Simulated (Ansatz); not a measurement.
# Mg3Zn, space group Pm-3m: an equation of state with a fit

Computed with Ansatz 0.2.0 through its Python package.

At the Python prompt:
```pycon
>>> import warnings
>>> import ansatz as az
>>> import numpy as np
>>> vectors0 = np.array([
...     [4.275517, 0.0, 0.0],
...     [0.0, 4.275517, 0.0],
...     [0.0, 0.0, 4.275517],
... ])
>>> sites = [
...     ("Mg", (0.5, 0.5, 0.0)),
...     ("Mg", (0.5, 0.0, 0.5)),
...     ("Mg", (0.0, 0.5, 0.5)),
...     ("Zn", (0.0, 0.0, 0.0)),
... ]
>>> def on_lattice(cell):
...     crystal = az.Crystal(lattice=az.Lattice.of(cell))
...     for symbol, position in sites:
...         crystal = crystal.atom(symbol, position)
...     return crystal
...
>>> warnings.simplefilter("ignore", az.DeckWarning)
>>> # uniform scaling of the cell
>>> volumes, energies = [], []
>>> for scale in np.linspace(0.9, 1.1, 9):
...     cell = vectors0 * scale ** (1 / 3)
...     calculation = (
...         on_lattice(cell).calculation()
...         .functional("PBEsol")
...         .basis(420, xc_grid=3)
...         .accuracy("medium")
...         .mixing("broyden", preconditioner="none")
...         .occupations("Gaussian")
...         .kpoints(6, 6, 6)
...     )
...     summary = calculation.run().report
...     volumes.append(abs(np.linalg.det(cell)) / len(sites))
...     energies.append(summary["free_energy_ev"] / len(sites))
...     print(f"V = {volumes[-1]:8.4f} A^3/atom  F = {energies[-1]:.5f} eV/atom")
...
V =  17.5852 A^3/atom  F = -2254.22895 eV/atom
V =  18.0737 A^3/atom  F = -2254.24564 eV/atom
V =  18.5622 A^3/atom  F = -2254.25730 eV/atom
V =  19.0507 A^3/atom  F = -2254.26454 eV/atom
V =  19.5392 A^3/atom  F = -2254.26792 eV/atom
V =  20.0276 A^3/atom  F = -2254.26792 eV/atom
V =  20.5161 A^3/atom  F = -2254.26494 eV/atom
V =  21.0046 A^3/atom  F = -2254.25932 eV/atom
V =  21.4931 A^3/atom  F = -2254.25138 eV/atom
>>> # third-order Birch-Murnaghan: a cubic in V^(-2/3)
>>> x = np.array(volumes) ** (-2 / 3)
>>> poly = np.polynomial.Polynomial.fit(x, energies, 3).convert()
>>> roots = poly.deriv().roots()
>>> x0 = min((r.real for r in roots if abs(r.imag) < 1e-9 and poly.deriv(2)(r.real) > 0), key=lambda r: abs(r - x.mean()))
>>> v0 = x0 ** -1.5
>>> b0 = 4 / 9 * poly.deriv(2)(x0) * v0 ** (-7 / 3) * 160.21766
>>> b1 = 4 + 2 / 3 * x0 * poly.deriv(3)(x0) / poly.deriv(2)(x0)
>>> print(f"V0 = {v0:.4f} A^3/atom, B0 = {b0:.1f} GPa, dB/dP = {b1:.2f}")
V0 = 19.7795 A^3/atom, B0 = 42.3 GPa, dB/dP = 4.22
```

A third-order Birch-Murnaghan fit through the 9 points has its minimum at 19.78 Å³ an atom, 1.2 % above the typed cell, with a bulk modulus of 42 GPa and dB/dP = 4.2. From that minimum the energy rises by 39.4 meV an atom on the compressed side and 16.9 meV on the expanded side.

The settings weren't tested for convergence. For a metal this k-point mesh is coarse: on a finer one energies can move by several to tens of meV an atom and pressures by half a GPa or more, differences at one mesh by less. This cell is a computed structure, which may not be the phase found in nature. It ran for 20 s on 1 thread of Arm Neoverse V2, with other jobs on the host, peak memory 0.4 GiB.

(Lines on the test bed's own set-up are left out of the output.)
